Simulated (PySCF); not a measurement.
# CoH6N3 (Co(NH2)3): the cost of one run

Computed with PySCF 2.14.0 and routines of our own; the level stands in each step. Atoms count from 0.

## Step 1: The system as given

10 atoms, charge 0, states of the metal's open shell are computed; geometry from: model start, shaken.

## Step 2: Optimising the geometry at PBE0-D3(BJ)/def2-TZVP

The job: settings as JSON, then the geometry in Å.

```
{"job": {"xc": "PBE0", "basis": "def2-TZVP", "d3": "d3bj", "grid": 1, "maxiter": 45, "kind": "geom"}, "charge": 0, "metal": "Co", "open_shell": "d6"}
Co     0.000020     0.004480    -0.004110
N      1.776640    -0.006820    -0.014870
H      2.390900     0.840100    -0.007380
H      2.380690    -0.812650     0.005350
N     -0.893420     1.536230    -0.000440
H     -1.894710     1.639640    -0.006860
H     -0.513380     2.460460    -0.027630
N     -0.898530    -1.569200     0.004070
H     -0.482510    -2.482600    -0.037750
H     -1.913220    -1.660530     0.001700
```

Command:

```bash
$ OMP_NUM_THREADS=1 python lf_run.py task.json out
```

This one command runs all jobs of the session in turn.

**Question.** How long does this first job take on 1 thread of Arm Neoverse V2, shared host, and how much memory does it need?

About 88 s, with a peak of 0.67 GiB.
